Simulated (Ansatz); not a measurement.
**SiAsH (triplet): from Hartree-Fock to the top rungs at a displaced geometry (v2), cc-pVDZ**

An exercise on one series of results from a longer session: the logs are not shown, and one member is left open.

Computed with Ansatz 0.2.0, Gaussian basis. Level: cc-pVDZ, core rule «outside noble gas», up to 19 orbitals frozen.

To be run: UHF; CCSD(T) on ROHF; CCSD(T) on UHF; BCCD(T) on ROHF; CISD as a restricted active space (open shells left free, so some higher excitations enter); CCSDT(Q) on ROHF; CCSDT(Q) on UHF; CASSCF and MRCISD+Q, 10 electrons in 9 orbitals; CASSCF and NEVPT2, 10 electrons in 9 orbitals.

26 further runs of the same task are left out: 12 that didn't finish, 14 set aside as unsound or not needed. Runs told in other sessions of the task aren't counted.

## What is computed

The geometry is a PBE0/def2-TZVP stationary point (not a proven minimum) with its atoms shifted at random (size 0.100 Å). No spin-orbit coupling is included. The filled d shell of As may be among the frozen orbitals whatever the setting's name suggests.

3 atoms, charge 0, spin multiplicity 3.

Atoms are counted from 1 here; the program's logs count them from 0.

Bond lengths: Si1–As2 2.370 Å, As2–H3 1.505 Å. Angles: Si1–As2–H3 97.3°.

Geometry (Å):

```xyz
3
AsHSi
Si    0.11961    0.02217    1.72780
As   -0.04526   -0.02792   -0.63605
H     0.03136    1.45784   -0.86556
```

Set-up of the first run:

in.yaml

```yaml
crystal:
  periodic: [false, false, false]
  atoms:
    - {symbol: Si, position_ang: [0.119613, 0.022165, 1.727802]}
    - {symbol: As, position_ang: [-0.045261, -0.027921, -0.636048]}
    - {symbol: H, position_ang: [0.031360, 1.457837, -0.865562]}
basis:
  gaussian: {orbitals: cc-pVDZ}
magnetization: {spin_polarized: true, initial_magnetization: 2}
hamiltonian: {xc: hf}
output: {orbitals: {seedname: orbitals}}
```

On the command line:

```console
$ ansatz run in.yaml --threads 1 --pin off --events-out ev --progress --plain --max-ram 2393MiB
```

Steps of the session up to this table: UHF; CCSD(T) on ROHF; CCSD(T) on UHF; BCCD(T) on ROHF; CISD as a restricted active space (open shells left free, so some higher excitations enter); CCSDT(Q) on ROHF; CCSDT(Q) on UHF; CASSCF and MRCISD+Q, 10 electrons in 9 orbitals; CASSCF and NEVPT2, 10 electrons in 9 orbitals.

One table of the session follows, with a row left open; its other results are not shown here.

```
          method  from UCCSDT(Q) (kcal/mol)
            ROHF                    +124.09
             UHF                    +119.87
            RMP2                     +27.10
            UMP2                     +27.95
            CISD                     +14.28
           RCCSD                      +4.98
           UCCSD                      +4.84
        RCCSD(T)                      +1.11
        UCCSD(T)                      +1.08
         BCCD(T)                      +1.11
          RCCSDT                      +0.29
          UCCSDT                      +0.24
       RCCSDT(Q)                      +0.06
       UCCSDT(Q)                          0
  CASSCF valence                     +90.85
  NEVPT2 valence                     +22.07
  MRCISD valence                          ?
MRCISD+Q valence                      +0.47
```

**Question.** Estimate the row for MRCISD valence.

**Answer.** from UCCSDT(Q) (kcal/mol): +7.60. In the column «from UCCSDT(Q) (kcal/mol)» it lies between RCCSD (+4.98) and CISD (+14.28).

To keep in mind: Restricted and unrestricted rows rest on different reference determinants; a gap between their highest levels can come from leftover correlation error, from unlike frozen cores or from another state.
